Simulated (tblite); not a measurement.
# C6H15NSi2: the cost of one run

Computed with tblite 0.8.0 and PySCF 2.14.0, with density-fitted response routines of our own, on a single molecule, in the gas phase or a continuum. Atoms are numbered from 0 throughout.

### 1 The molecule as given

24 atoms, charge 0, multiplicity 1; geometry from: force field or distance geometry start.

Bonds of the start (Å): C0–C1 1.53, C1–C2 1.57, C2–C3 1.52, C3–C4 1.54, C4–Si5 1.88, Si5–N6 1.71, N6–Si7 1.71, C2–C8 1.56, C8–C0 1.54, Si7–C3 1.94, C0–H9 1.10, C0–H10 1.10, C1–H11 1.10, C1–H12 1.08, C2–H13 1.09, C3–H14 1.09, C4–H15 1.10, C4–H16 1.10, Si5–H17 1.48, Si5–H18 1.48, N6–H19 1.02, Si7–H20 1.48, Si7–H21 1.48, C8–H22 1.08, C8–H23 1.09.

### 2 Optimising the geometry with GFN2-xTB

Job settings and geometry (Å):

```
{"job": {"kind": "relax", "xc": "GFN2-xTB", "basis": "xTB"}, "charge": 0, "multiplicity": 1}
C     -3.118700     0.106400     0.092800
C     -1.972400     0.923700     0.696500
C     -1.008500    -0.221500     0.232500
C      0.359200     0.198800    -0.294400
C      1.056500    -0.999700    -0.975700
Si     2.900300    -0.643500    -0.888100
N      3.145200     0.167100     0.600800
Si     1.611800     0.759800     1.074100
C     -2.084500    -0.522200    -0.856000
H     -3.584900    -0.608500     0.792600
H     -3.920600     0.692500    -0.384600
H     -2.024600     1.069600     1.789000
H     -1.809400     1.887900     0.226500
H     -0.954800    -1.034100     0.964400
H      0.267800     1.034200    -0.993400
H      0.843800    -1.939900    -0.451100
H      0.711800    -1.105900    -2.012600
H      3.733100    -1.870800    -0.926300
H      3.302300     0.321400    -1.931400
H      3.788700     0.942700     0.474600
H      1.685100     2.236500     1.131400
H      1.264200     0.162000     2.380700
H     -2.236600    -1.567700    -1.079500
H     -1.966400     0.031100    -1.793400
```

Started as:

```
$ OMP_NUM_THREADS=1 python probes_run.py task.json out
```

The driver reads the jobs from task.json and runs them one after another.

Q: Estimate the wall time and peak memory of this first job on 1 thread of Arm Neoverse V1, shared host.

About 1.1 s, with a peak of 0.18 GiB.
